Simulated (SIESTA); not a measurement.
The system is NbTe.

```
Te Nb
1.0
     3.70297    0.00000    0.00000
    -1.85149    3.20687    0.00000
     0.00000    0.00000    3.69421
Te Nb
1 1
Direct
  0.66667 0.33333 0.00000
  0.00000 0.00000 0.50000
```

The cell comes from a database or a generator and needn't be the stable form of this composition.

Program: SIESTA 5.4.2. Alike in all runs: task band structure; no spin polarisation; cell as given; k mesh 8 × 8 × 7; smearing fermi-dirac 0.05 eV; grid cutoff 800 Ry; energy shift 0.003 Ry.

Order these runs on this cell by their pressure, lowest first.
A. level revPBE; potentials or basis PseudoDojo 0.4 standard (PBE files), DZP (energy shift 0.003 Ry; two zetas on semicore shells)
B. level BLYP; potentials or basis PseudoDojo 0.4 standard (PBE files), DZP (energy shift 0.003 Ry; two zetas on semicore shells)
C. level PBE; potentials or basis PseudoDojo 0.4 standard (PBE files), DZP (energy shift 0.003 Ry; two zetas on semicore shells)
D. level LDA; potentials or basis PseudoDojo 0.4 standard (LDA files), DZP (energy shift 0.003 Ry; two zetas on semicore shells)
E. level WC; potentials or basis PseudoDojo 0.4 standard (PBEsol files), DZP (energy shift 0.003 Ry; two zetas on semicore shells)

D (-4.8 GPa), E (-1.8 GPa), C (2.1 GPa), A (3.6 GPa), B (9.0 GPa).

Caveats: the basis of atomic orbitals isn't converged, which shifts pressures, moduli and gaps; the potentials were made for another functional, which shifts forces and pressure (some runs).
